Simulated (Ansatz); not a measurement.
The system is VWC2.

```xyz
4
Lattice="1.5170 0.8759 4.9339 -1.5170 0.8759 4.9339 0.0000 -1.7517 4.9339" Properties=species:S:1:pos:R:3 pbc="T T T"
W     0.0000    0.0000    0.0000
V     0.0000    0.0000    7.4008
C     0.0000    0.0000    3.6485
C     0.0000    0.0000   11.1532
```

The cell comes from a database or a generator and needn't be the stable form of this composition.

```yaml
Program: Ansatz 0.2.0
Task: single point
Functional: PBE
Potentials_or_basis: Ansatz PAW
Cutoff: "420 eV (not typed: the program's choice for these potentials)"
k_mesh: 10 × 10 × 10
Occupations: fermi-dirac, width 0.05 eV
Spin: collinear spin, ferromagnetic start
Starting_moments: "[0.0, 2.0, 0.0, 0.0] μB"
```

On this cell: pressure -2.0 GPa; largest force 0.094 eV/Å; net moment 0.00 μB per cell; band gap on the k mesh none (metal or under the smearing width).

The same run follows on a disturbed copy (atoms moved at random, drawn with an rms of 0.05 Å):

```
W V C
1.0
     1.51704    0.87586    4.93389
    -1.51704    0.87586    4.93389
     0.00000   -1.75173    4.93389
W V C
1 1 2
Direct
  0.96988 0.00358 0.02877
  0.48470 0.51417 0.49920
  0.26447 0.24655 0.22698
  0.74283 0.76123 0.76057
```

Task: What does the disturbed cell give?

Result: The energy (extrapolated to zero smearing) moves by +21.0 meV/atom; pressure -1.0 GPa; largest force 1.296 eV/Å; net moment 0.00 μB per cell; band gap on the k mesh none (metal or under the smearing width).

Forces on the atoms (eV/Å):
```
W    0.522  0.582  0.155
V    0.317  0.326 -0.042
C   -0.880 -0.910  0.279
C    0.042  0.002 -0.392
```

Stress tensor (GPa, compression positive):
```
-0.78  0.71  1.60
 0.71 -1.51  0.27
 1.60  0.27 -0.84
```

Caveats: the starting moments weren't kept.
